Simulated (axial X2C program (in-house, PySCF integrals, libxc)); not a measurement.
**All-electron X2C curves of WC**

Aim: find the lowest determinant of WC, scan the bond at several levels and fit the constants, once spin-free and once with spin–orbit coupling.

Program: an in-house X2C program for linear molecules on PySCF integrals. Level of theory: all-electron X2C, W dyall-cv3z, C dyall-v3z. These are calculated values, not measurements.

## 1. Input

Input file task.json:

```json
{
 "zs": [
  74,
  6
 ],
 "q": 0,
 "bas": [
  "dyall-cv3z",
  "dyall-v3z"
 ],
 "levels": [
  "PBE0",
  "HF",
  "TPSSh"
 ],
 "cc": true,
 "r0": 1.87,
 "thr": -1.0,
 "nmax": 90,
 "npts": 10,
 "nst": 2,
 "ntry": 6
}
```

Keys: zs atomic numbers; q charge; bas basis sets; levels methods (HF also brings MP2); cc coupled cluster on or off; r0 starting distance in Å; thr threshold in hartree for freezing inner shells (an s shell follows its p shell); nmax most natural virtual spinors; npts points asked for on the curve; nst determinants followed; ntry starts of the search.

Run with:

```bash
$ python so2c.py task.json out
```

Spin-free means the one-electron spin-free X2C Hamiltonian; two-component (2c) means X2C with spin–orbit coupling and atomic mean-field two-electron Coulomb and Gaunt terms. Basis: W dyall-cv3z contracted to [13s14p9d7f4g], C dyall-v3z contracted to [7s6p2d1f]; Gaussian nuclei, density fitting. Masses: W 183.951 u, C 12.000 u.

Notation: σ, π±, δ± give the projection m of an orbital's angular momentum (0, ±1, ±2), α and β its spin, Λ and M_S the sums; ω is the projection of a spinor's total angular momentum and Ω the sum. Logs are in hartree.

The results follow Hamiltonian by Hamiltonian and level by level.

## 2. Which state to follow

PBE0 moves the distance from 1.870 Å to 1.698 Å and compares determinants there.

Spin-free determinants:

| ΔE (eV) | state | open shells |
| --- | --- | --- |
| 0.00 | M_S = 1, Λ = 2 | beyond closed shells: σα, δ+α |
| 0.08 | M_S = 2, Λ = 0 | beyond closed shells: 2 × σα, δ+α, δ-α |
| 0.12 | M_S = 1, Λ = 0 | beyond closed shells: δ+α, δ-α |
| 0.48 | M_S = 0, Λ = 2 | beyond closed shells: σα, δ+β |
| 0.66 | M_S = 0, Λ = 0 | closed shell |
| 0.71 | M_S = 2, Λ = 1 | beyond closed shells: σα, π+α, π+β, π-α, δ+α, δ-α |
| 1.17 | M_S = 1, Λ = 1 | beyond closed shells: σα, π+α, π+β, π-β, δ+α, δ-α |

Two-component determinants:

```json
{"ΔE (eV)": "0.00", "state": "Ω = 1", "open shells": "excess of +ω over −ω: ω = -1/2, ω = 3/2"}
{"ΔE (eV)": "0.34", "state": "Ω = 2", "open shells": "excess of +ω over −ω: 2 × ω = 1/2, ω = -3/2, ω = 5/2"}
{"ΔE (eV)": "0.38", "state": "Ω = 1", "open shells": "excess of +ω over −ω: ω = -3/2, ω = 5/2"}
{"ΔE (eV)": "0.47", "state": "Ω = 2", "open shells": "excess of +ω over −ω: ω = 1/2, ω = 3/2"}
{"ΔE (eV)": "0.49", "state": "Ω = 3", "open shells": "excess of +ω over −ω: ω = 1/2, ω = 5/2"}
{"ΔE (eV)": "0.87", "state": "Ω = 0", "open shells": "closed shell"}
{"ΔE (eV)": "1.00", "state": "Ω = 2", "open shells": "excess of +ω over −ω: ω = -1/2, ω = 5/2"}
```

## 3. PBE0, spin-free

State followed: M_S = 1, Λ = 2 (beyond closed shells: σα, δ+α). The scan is laid around 1.699 Å, a first estimate of the minimum, and this SCF restarts from the orbitals of the search.

Output at 1.699 Å:

```text
spin-free X2C-1e  PBE0
basis functions 227  fitting functions 1148  grid points 5077
iter        total energy     max residual
   1     -16181.447237216     3.86e+00
   2     -16181.481529544     1.60e-03
   3     -16181.481531590     3.66e-04
   4     -16181.481528268     6.94e-04
   5     -16181.481531745     4.75e-04
   6     -16181.481534450     3.60e-05
   7     -16181.481534470     1.34e-05
   8     -16181.481534475     3.72e-06
   9     -16181.481534478     2.70e-06
  10     -16181.481534479     5.72e-07
converged
one-electron -22478.06845758  Coulomb 6492.14168086  exact exchange -82.12033249  xc functional -251.72440858  nuclear repulsion 138.28998331
```

Along the bond, energies from the lowest point:

```
R (Å)  E (eV)  μ (D)  HOMO (eV)  LUMO (eV)  iterations
1.546  0.6232  -3.67      -6.01      -3.54          14
1.597  0.2360  -3.93      -6.08      -3.63          15
1.648  0.0439  -4.13      -6.11      -3.73          15
1.699  0.0000  -4.27      -6.11      -3.84          10
1.758  0.0873  -4.37      -6.11      -3.95          16
1.818  0.2810  -4.40      -6.12      -4.04          16
1.894  0.6316  -4.39      -6.15      -4.13          17
```

Dipoles are positive if C is the positive end.

Outer orbitals at the reference distance:

```tsv
symmetry	occupied	ε (eV)	atomic character
σβ	yes	-14.49	53% C s, 22% W d, 12% W s
σα	yes	-14.14	52% C s, 23% W d, 13% W s
π+α	yes	-7.53	64% W d, 32% C p, 2% C d
π-α	yes	-7.44	63% W d, 32% C p, 2% C d
π-β	yes	-7.16	51% W d, 42% C p, 2% W p
π+β	yes	-7.16	51% W d, 42% C p, 2% W p
σα	yes	-7.16	46% W d, 36% W s, 10% C p
δ+α	yes	-6.81	99% W d
σβ	yes	-6.32	45% C p, 33% W d, 10% W p
σα	yes	-6.11	40% C p, 23% W s, 23% W p
δ-α	no	-3.84	99% W d
σβ	no	-3.41	63% W s, 14% W d, 11% C p
δ+β	no	-2.24	99% W d
δ-β	no	-2.24	99% W d
```

PBE0 fields in the half plane through the axis: z from -2.4 to 3.9 Å across, distance from the axis 0.15 to 2.25 Å upwards; W lies at z = 0 and C at z = 1.699 Å; the ELF is damped to zero where the density is low.

log10 density (e/bohr³). Ten even steps from ' ' (-4.59 ) to '@' (1.80 ):
```
  ......::::::::::::::::::::::::......      
....::::::::--------------::::::::::....    
..::::::--------------------------::::....  
..::::------==================------::::....
::::----======++++++++============----::::..
::::----==++++******++++++++++++====----::..
::----====++**######**********++++====--::::
::----==++**##%%@@%%##****####**++++==--::::
```

ELF. Ten even steps from '0' (0.00 ) to '9' (0.94 ):
```
0001222222111000000000
0123333332222221110000
0234443322334443332000
1344433222346666654200
2344322332257778887520
3443334555357889998741
3443346534558548999862
4443356525557184999962
```

Re = 1.691 Å, ωe = 1038 cm⁻¹, ωexe = 5.28 cm⁻¹, Be = 0.5231 cm⁻¹, De = 4.79 eV, μ = -4.25 D.

## 4. HF, spin-free

The SCF at the reference distance of 1.699 Å:

```text
spin-free X2C-1e  HF
basis functions 227  fitting functions 1148  grid points 5077
iter        total energy     max residual
   1     -16176.118123371     1.00e+00
   2     -16176.162295639     2.02e-02
   3     -16176.164714212     2.14e-02
   4     -16176.167396810     6.84e-03
   5     -16176.169156293     8.49e-03
   6     -16176.170227605     6.12e-03
   7     -16176.172244454     5.93e-03
   8     -16176.176846968     4.95e-03
   9     -16176.183192485     3.71e-03
  10     -16176.180523038     4.34e-03
  11     -16176.182918989     1.87e-03
  12     -16176.183661540     6.99e-04
  13     -16176.183767343     5.23e-04
  14     -16176.183826095     4.75e-04
  15     -16176.183829374     3.56e-04
  16     -16176.183831911     1.17e-04
  17     -16176.183833331     2.99e-05
  18     -16176.183833361     1.90e-05
  19     -16176.183833390     6.57e-06
  20     -16176.183833394     2.41e-06
  21     -16176.183833395     7.52e-07
converged
one-electron -22478.70805777  Coulomb 6493.04135693  exact exchange -328.80711586  xc functional 0.00000000  nuclear repulsion 138.28998331
```

No constants are quoted: the lowest point is the long end of the scan.

## 5. TPSSh, spin-free

The SCF at the reference distance of 1.699 Å:

```text
spin-free X2C-1e  TPSSh
basis functions 227  fitting functions 1148  grid points 5077
iter        total energy     max residual
   1     -16181.221311486     3.22e-01
   2     -16181.222018460     1.46e-02
   3     -16181.212369663     2.64e-02
   4     -16181.216231491     2.47e-02
   5     -16181.223337841     8.62e-04
   6     -16181.223346137     2.45e-04
   7     -16181.223347915     9.39e-05
   8     -16181.223348572     7.40e-05
   9     -16181.223348876     6.29e-05
  10     -16181.223348947     4.16e-06
  11     -16181.223348949     2.39e-06
converged
one-electron -22476.41654344  Coulomb 6490.44994883  exact exchange -32.84294429  xc functional -300.70379336  nuclear repulsion 138.28998331
```

Re = 1.704 Å, ωe = 1007 cm⁻¹, ωexe = 4.69 cm⁻¹, Be = 0.5151 cm⁻¹, De = 4.99 eV, μ = -4.19 D.

## 6. Correlated methods, spin-free

Correlated methods: 10 electrons correlated (frozen shells, counted by type: W 5 s, 4 p, 2 d, 1 f; C 1 s), 286 virtual spinors in MP2, 90 natural virtuals in coupled cluster.

Output of the correlated part at 1.699 Å:

```text
correlated 10  virtual 286  natural virtual 90  E(MP2) -0.271313098  MP2 remainder -0.011348139
iter   CCSD correlation   residual
   1     -0.251279019   1.99e-01
   2     -0.267033696   1.14e-01
   3     -0.283972985   7.42e-02
   4     -0.289844204   3.03e-02
   5     -0.291101749   1.05e-02
   6     -0.291236047   4.30e-03
   7     -0.291324734   1.90e-03
   8     -0.291310586   8.16e-04
   9     -0.291300938   3.70e-04
  10     -0.291310862   1.37e-04
  11     -0.291309075   6.17e-05
  12     -0.291310270   2.90e-05
  13     -0.291308855   1.53e-05
  14     -0.291307970   7.97e-06
  15     -0.291307421   4.09e-06
  16     -0.291307020   2.14e-06
  17     -0.291306932   9.41e-07
  18     -0.291306914   4.69e-07
(T) -0.019358191  T1 0.1338  D1 0.2086  max T2 0.085
```

T1 in the output is the amplitude norm over the root of the electron number; divide by √2 for the Lee–Taylor value.

MP2: No constants are quoted: the reference is strongly spin-contaminated.

CCSD: Re = 1.686 Å, ωe = 1034 cm⁻¹, Be = 0.5267 cm⁻¹, De = 4.20 eV. T1 at Re = 0.091 (Lee–Taylor, the printed value over √2).

CCSD(T): Re = 1.685 Å, ωe = 1049 cm⁻¹, Be = 0.5268 cm⁻¹, De = 4.61 eV. T1 at Re = 0.091 (Lee–Taylor, the printed value over √2).

## 7. A higher determinant, spin-free

State: M_S = 2, Λ = 0 (beyond closed shells: 2 × σα, δ+α, δ-α).

Output at the reference distance:

```text
spin-free X2C-1e  PBE0
basis functions 227  fitting functions 1148  grid points 5077
iter        total energy     max residual
   1     -16181.445457925     3.82e+00
   2     -16181.478777717     1.56e-03
   3     -16181.478780084     3.21e-04
   4     -16181.478779972     3.67e-04
   5     -16181.478780942     2.53e-04
   6     -16181.478781740     6.02e-05
   7     -16181.478781774     1.15e-05
   8     -16181.478781776     6.58e-06
converged
one-electron -22480.20768083  Coulomb 6494.35308111  exact exchange -82.14362253  xc functional -251.77054285  nuclear repulsion 138.28998331
```

```
R (Å)  E above the lowest PBE0 point (eV)
1.546                               1.090
1.597                               0.549
1.648                               0.226
1.699                               0.075
1.758                               0.069
1.818                               0.198
1.894                               0.491
```

Re = 1.730 Å, ωe = 1038 cm⁻¹, Be = 0.5 cm⁻¹, μ = -3.31 D. Te = 0.05 eV.

## 8. The spin-free curves together

Energy (eV) of the followed determinant, spin-free, from each level's lowest point:

| R (Å) | PBE0 | HF | MP2 (spin-contaminated) | CCSD | CCSD(T) | TPSSh |
| --- | --- | --- | --- | --- | --- | --- |
| 1.546 | 0.623 | 1.339 | 0.087 | 0.581 | 0.593 | 0.718 |
| 1.597 | 0.236 | 0.938 | 0.000 | 0.203 | 0.208 | 0.297 |
| 1.648 | 0.044 | 0.645 | 0.237 | 0.031 | 0.032 | 0.074 |
| 1.699 | 0.000 | 0.421 | 0.578 | 0.000 | 0.000 | 0.000 |
| 1.758 | 0.087 | 0.228 | 0.977 | 0.102 | 0.105 | 0.055 |
| 1.818 | 0.281 | 0.095 | 1.337 | 0.305 | 0.317 | 0.220 |
| 1.894 | 0.632 | 0.000 | 1.739 | 0.658 | 0.692 | 0.543 |

(Part 1 of 2 ends here.)
